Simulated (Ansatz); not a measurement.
# CH5FSi2: an energy map over two coordinates

A grid of calculations on CH5FSi2, SMILES F[SiH]=C[SiH3], to see where the energy is lowest and how it rises around there.

Program: Ansatz 0.2.0. Level of theory: RKS B3LYP-D4/def2-TZVP. These are calculated values, not measurements.

## Step 1: Starting geometry

SMILES `F[SiH]=C[SiH3]`, 9 atoms, charge 0, spin multiplicity 1.

Atoms are counted from 1 here; the program's logs count them from 0.

Bond lengths: Si1–C2 1.858 Å, Si1–H5 1.509 Å, Si1–H6 1.509 Å, Si1–H7 1.505 Å, C2–Si3 1.708 Å, C2–H8 1.106 Å, Si3–F4 1.631 Å, Si3–H9 1.490 Å. Angles: C2–Si1–H5 111.5°, C2–Si1–H6 111.4°, C2–Si1–H7 109.8°, H5–Si1–H6 106.9°, H5–Si1–H7 108.5°, H6–Si1–H7 108.6°, Si1–C2–Si3 126.8°, Si1–C2–H8 118.9°, Si3–C2–H8 114.3°, C2–Si3–F4 123.5°, C2–Si3–H9 128.6°, F4–Si3–H9 108.0°.

Coordinates:

```xyz
9
CH5FSi2
Si   -0.53845    1.03646   -0.87209
C    -0.56948   -0.28557    0.43262
Si    0.75672   -1.20989    0.98400
F     2.27345   -1.03825    0.40943
H    -1.44743    0.69438   -2.02689
H    -1.00502    2.36284   -0.32460
H     0.86169    1.20144   -1.39810
H    -1.52971   -0.52683    0.92539
H     0.77746   -2.27637    2.02424
```

This geometry comes from a loose relaxation at PBE in a small basis, which is not shown.

## Step 3: Setting up the map

First coordinate, umbrella angle at Si3 (between each of its bonds and their common axis; 90 is planar): 15 values from 66.0 to 114.0 °. Second coordinate, change of the bonds Si3–C2, Si3–F4, Si3–H9, all alike: 15 values from −0.174 to 0.269 Å.

Nothing else is relaxed (all other coordinates rigid). Energies count from the relaxed molecule at the same level. Points are written as (first, second).

(The set-up runs are not shown.)

## Step 4: The run at (96.9°, −0.047 Å)

Input file input.yaml:

```yaml
crystal:
  periodic: [false, false, false]
  atoms:
    - { symbol: Si, position_ang: [-0.423688, 1.222744, -0.612283] }
    - { symbol: C, position_ang: [-0.468718, -0.179054, 0.58061] }
    - { symbol: Si, position_ang: [0.754235, -1.198953, 0.974649] }
    - { symbol: F, position_ang: [2.221393, -0.920886, 0.576814] }
    - { symbol: H, position_ang: [-1.407845, 1.035545, -1.708784] }
    - { symbol: H, position_ang: [-0.747978, 2.511193, 0.05155] }
    - { symbol: H, position_ang: [0.929264, 1.328631, -1.207938] }
    - { symbol: H, position_ang: [-1.399132, -0.385379, 1.104675] }
    - { symbol: H, position_ang: [0.792707, -2.089717, 2.081071] }
basis:
  gaussian: { orbitals: def2-TZVP }
hamiltonian:
  xc: { name: B3LYP }
  dispersion: d4
output:
  forces: true
```

Command:

```
> ansatz run input.yaml --threads 1 --pin off --max-ram 2560MiB --backend cpu --events-out ev --progress --plain --runs-dir out
```

The session goes on with these runs: the other points that were computed.

What does the calculation give? Wanted: lowest point; highest computed point; dipole moment.

The runs gave:

| quantity | value |
| --- | --- |
| lowest point | (90.0°, 0.016 Å), 1.1 kJ/mol |
| highest computed point | (66.0°, −0.174 Å), 348 kJ/mol above the lowest |
| dipole moment (D) | 1.68 at (66.0°, −0.111 Å) to 2.76 at (114.0°, 0.269 Å); 2.12 at the lowest point |
| time for the whole task | 47 min on 1 thread, shared host |

In words: The lowest computed point is at (90.0°, 0.016 Å), 1.1 kJ/mol from the relaxed molecule at the same level. The grid is coarse, so the lowest point of the scanned range may lie between grid points; coordinates that were held can hide deeper minima. No other kind of well shows on this grid. The highest computed point, (66.0°, −0.174 Å), lies 348 kJ/mol above the lowest. Round the minimum the two coordinates are nearly uncoupled.
